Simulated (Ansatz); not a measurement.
# Cl3H2NZr: the cost of one run

Program: Ansatz 0.2.0. Level of theory: RKS CAM-B3LYP/def2-SVP. These are calculated values, not measurements.

## Step 1: The system as given

Bond lengths: Zr1–Cl2 2.520 Å, Zr1–Cl3 2.520 Å, Zr1–Cl4 2.518 Å, Zr1–N5 2.208 Å, N5–H6 1.060 Å, N5–H7 1.060 Å. Angles: Cl2–Zr1–Cl3 109.5°, Cl2–Zr1–Cl4 109.5°, Cl2–Zr1–N5 109.5°, Cl3–Zr1–Cl4 109.5°, Cl3–Zr1–N5 109.5°, Cl4–Zr1–N5 109.5°, Zr1–N5–H6 120.0°, Zr1–N5–H7 120.0°, H6–N5–H7 120.0°.

Structure file:

```xyz
7

Zr    0.0000    0.0000    0.0000
Cl    0.0000    0.0000    2.5200
Cl    2.3764    0.0000   -0.8392
Cl   -1.1869    2.0563   -0.8392
N    -1.0409   -1.8034   -0.7359
H    -1.5759   -2.4197   -0.0595
H    -1.0055   -2.0526   -1.7656
```

## Step 2: Relaxing the start

input.yaml reads:

```yaml
crystal:
  periodic: [false, false, false]
  atoms:
    - { symbol: Zr, position_ang: [0.0, 0.0, 0.0] }
    - { symbol: Cl, position_ang: [0.0, 0.0, 2.52] }
    - { symbol: Cl, position_ang: [2.3764, 0.0, -0.8392] }
    - { symbol: Cl, position_ang: [-1.1869, 2.0563, -0.8392] }
    - { symbol: "N", position_ang: [-1.0409, -1.8034, -0.7359] }
    - { symbol: H, position_ang: [-1.5759, -2.4197, -0.0595] }
    - { symbol: H, position_ang: [-1.0055, -2.0526, -1.7656] }
basis:
  gaussian: { orbitals: def2-SVP }
hamiltonian:
  xc: cam_b3lyp
relax:
  f_tol: 0.02
  max_steps: 40
```

The run is started by

```
$ ansatz run input.yaml --threads 4 --pin off --max-ram 5120MiB --backend cpu --events-out ev --progress --plain --runs-dir out
```

What time and memory should one allow on 4 threads of Arm Neoverse V2, shared host?

About 16 s, with a peak of 0.32 GiB.
